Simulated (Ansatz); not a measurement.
# B2PLYP/def2-SVP (sfX2C, density fitting with def2-universal-jkfit, cc-pVTZ-rifit for correlation, start density atoms, xc c 0.15) run of Si4H10 (SMILES [SiH3][SiH]([SiH3])[SiH3])

What is the energy difference between two shapes of Si4H10 at B2PLYP/def2-SVP (sfX2C, density fitting with def2-universal-jkfit, cc-pVTZ-rifit for correlation, start density atoms, xc c 0.15)? 

The results are computed with Ansatz 0.2.0.

3 further runs of the same task are left out: 2 for a known fault of the program, 1 set aside as unsound or not needed. Runs told in other sessions of the task aren't counted.

### Step 1. Starting point

Si4H10 has 14 atoms, charge 0, and is taken as a singlet. As SMILES, `[SiH3][SiH]([SiH3])[SiH3]`. The coordinates come from a PBE0-D4/def2-TZVP relaxation.

Bond lengths: Si1–Si2 2.337 Å, Si2–Si3 2.337 Å, Si2–Si4 2.337 Å, Si1–H5 1.488 Å, Si1–H6 1.488 Å, Si1–H7 1.488 Å, Si2–H8 1.492 Å, Si3–H9 1.488 Å, Si3–H10 1.488 Å, Si3–H11 1.488 Å, Si4–H12 1.488 Å, Si4–H13 1.488 Å, Si4–H14 1.488 Å. Some angles: Si1–Si2–Si3 109.6°, Si1–Si2–Si4 109.6°, Si3–Si2–Si4 109.6°, Si1–Si2–H8 109.3°, Si3–Si2–H8 109.3°, Si4–Si2–H8 109.3°, Si2–Si1–H5 110.8°, Si2–Si1–H6 110.8°, Si2–Si1–H7 109.2°, Si2–Si3–H9 109.2°.

### Step 2. A single-point energy at B2PLYP/def2-SVP (sfX2C, density fitting with def2-universal-jkfit, cc-pVTZ-rifit for correlation, start density atoms, xc c 0.15)

The input, input.yaml:

```yaml
crystal:
  periodic: [false, false, false]
  atoms:
    - {symbol: Si, position_ang: [-1.586600, 0.449770, -1.468220]}
    - {symbol: Si, position_ang: [-0.437700, -0.033320, 0.509060]}
    - {symbol: Si, position_ang: [1.124000, 1.651140, 0.941090]}
    - {symbol: Si, position_ang: [0.660040, -2.085920, 0.297480]}
    - {symbol: H, position_ang: [-2.588800, -0.607930, -1.768740]}
    - {symbol: H, position_ang: [-2.287510, 1.758070, -1.365710]}
    - {symbol: H, position_ang: [-0.615640, 0.517850, -2.593590]}
    - {symbol: H, position_ang: [-1.409520, -0.107160, 1.639330]}
    - {symbol: H, position_ang: [2.091010, 1.722300, -0.187470]}
    - {symbol: H, position_ang: [1.875310, 1.366450, 2.193260]}
    - {symbol: H, position_ang: [0.452630, 2.971990, 1.075490]}
    - {symbol: H, position_ang: [1.404530, -2.417500, 1.542160]}
    - {symbol: H, position_ang: [1.628750, -2.008150, -0.829180]}
    - {symbol: H, position_ang: [-0.310500, -3.177580, 0.015050]}
basis:
  gaussian:
    orbitals: def2-SVP
    fitting: {mean_field: def2-universal-jkfit, correlation: cc-pVTZ-rifit}
hamiltonian: {xc: {name: B2PLYP, parameters: {c: 0.15}}, pseudopotentials: {relativity: scalar}}
output: {orbitals: {seedname: orbitals}}
correlation: {frozen_orbitals: {H: 0, Si: 5}}
```

The run is started by

```
$ ansatz run input.yaml --threads 1 --pin off --max-ram 3480MiB --events-out events.jsonl --progress --plain --runs-dir runs
```

The program printed:

```text
Warning: RAYON_NUM_THREADS=1 ignored (pool sized by the plan → 1); use --threads N
Functional definition: B2PLYP
  name "B2PLYP"
  parameter a = 0.53
  parameter c = 0.27
  exchange = (1 - a)*b88_x + a*exact_x
  correlation = (1 - c)*lyp_c + c*(mp2_os + mp2_ss)
  with c = 0.15 from the input
692 factors; integrals over basis functions are off by at most 3.4e-1 eV
788 factors; integrals over basis functions are off by at most 1.6e-1 eV
mean field evaluation 1: about -31711.7308 eV, gradient 9.1e0 eV
mean field evaluation 2: about -31711.7287 eV, gradient 9.1e0 eV
mean field evaluation 4: about -31712.1582 eV, gradient 1.0e0 eV
mean field evaluation 8: about -31712.1624 eV, gradient 4.7e-3 eV
mean field -31712.16243459 eV, -1165.4004741955 hartree, gradient 5.4e-6 eV, S^2 0.000000; 0 other end points of the search recorded, 0 dependent functions left out
20 core orbitals not correlated: weight in the atoms' cores, before any rotation towards them, 1.000 or more for the frozen orbitals, at most 0.000 for the correlated occupied ones
reference -31712.16265121 eV, -1165.4004821559 hartree; 13, 13 occupied and 89, 89 virtual orbitals, 788 factors
second order -14.07072542 eV of doubles, -0.00000000 eV of singles
Total energy: -31714.27326002 eV, -1165.4780455992 hartree
Relativity: scalar
```

Wall time 6.6 s (1 thread of Arm Neoverse V2, shared host); peak memory 0.24 GiB.

### Step 3. The distorted shape

The input, input.yaml:

```yaml
crystal:
  periodic: [false, false, false]
  atoms:
    - {symbol: Si, position_ang: [-1.646302, 0.427157, -1.488027]}
    - {symbol: Si, position_ang: [-0.447393, -0.061531, 0.631222]}
    - {symbol: Si, position_ang: [1.160740, 1.664669, 0.968532]}
    - {symbol: Si, position_ang: [0.730711, -2.043727, 0.283066]}
    - {symbol: H, position_ang: [-2.518848, -0.610716, -1.775372]}
    - {symbol: H, position_ang: [-2.288814, 1.797214, -1.375137]}
    - {symbol: H, position_ang: [-0.572377, 0.462690, -2.531346]}
    - {symbol: H, position_ang: [-1.452897, -0.047932, 1.636559]}
    - {symbol: H, position_ang: [2.103998, 1.675102, -0.087310]}
    - {symbol: H, position_ang: [1.897304, 1.331922, 2.175015]}
    - {symbol: H, position_ang: [0.474960, 3.035534, 1.085843]}
    - {symbol: H, position_ang: [1.387441, -2.384283, 1.584526]}
    - {symbol: H, position_ang: [1.587146, -2.055503, -0.833973]}
    - {symbol: H, position_ang: [-0.346756, -3.194376, 0.090380]}
basis:
  gaussian:
    orbitals: def2-SVP
    fitting: {mean_field: def2-universal-jkfit, correlation: cc-pVTZ-rifit}
hamiltonian: {xc: {name: B2PLYP, parameters: {c: 0.15}}, pseudopotentials: {relativity: scalar}}
output: {orbitals: {seedname: orbitals}}
correlation: {frozen_orbitals: {H: 0, Si: 5}}
```

The run is started by

```
$ ansatz run input.yaml --threads 1 --pin off --max-ram 3480MiB --events-out events.jsonl --progress --plain --runs-dir runs
```

The program printed, cut to the lines that bear on the results:

```text
Warning: RAYON_NUM_THREADS=1 ignored (pool sized by the plan → 1); use --threads N
[... 2 set-up lines as earlier in the session ...]
[...]
  with c = 0.15 from the input
692 factors; integrals over basis functions are off by at most 3.8e-1 eV
788 factors; integrals over basis functions are off by at most 1.6e-1 eV
[...]
mean field -31711.55915295 eV, -1165.3783040042 hartree, gradient 3.2e-6 eV, S^2 0.000000; 0 other end points of the search recorded, 0 dependent functions left out
20 core orbitals not correlated: weight in the atoms' cores, before any rotation towards them, 1.000 or more for the frozen orbitals, at most 0.000 for the correlated occupied ones
reference -31711.55936858 eV, -1165.3783119282 hartree; 13, 13 occupied and 89, 89 virtual orbitals, 788 factors
second order -14.05512459 eV of doubles, -0.00000000 eV of singles
Total energy: -31713.66763727 eV, -1165.4557893735 hartree
Relativity: scalar
```

Wall time 6.6 s (1 thread of Arm Neoverse V2, shared host); peak memory 0.24 GiB.

### Step 4. What came out

At B2PLYP/def2-SVP (sfX2C, density fitting with def2-universal-jkfit, cc-pVTZ-rifit for correlation, start density atoms, xc c 0.15), 20 core orbitals frozen:

```
                                            quantity           value
                           first shape: total energy  -1165.47805 Eh
      first shape: HOMO energy (SCF part's orbitals)        -9.04 eV
      first shape: LUMO energy (SCF part's orbitals)         1.15 eV
    first shape: HOMO–LUMO gap (SCF part's orbitals)        10.18 eV
                       distorted shape: total energy  -1165.45579 Eh
  distorted shape: HOMO energy (SCF part's orbitals)        -8.48 eV
  distorted shape: LUMO energy (SCF part's orbitals)         1.01 eV
distorted shape: HOMO–LUMO gap (SCF part's orbitals)         9.49 eV
              energy change with the atoms displaced        0.606 eV
```

In words: With the atoms displaced the energy rises by 0.61 eV (14.0 kcal/mol). The first shape isn't relaxed at this level, so the change isn't measured from a minimum.
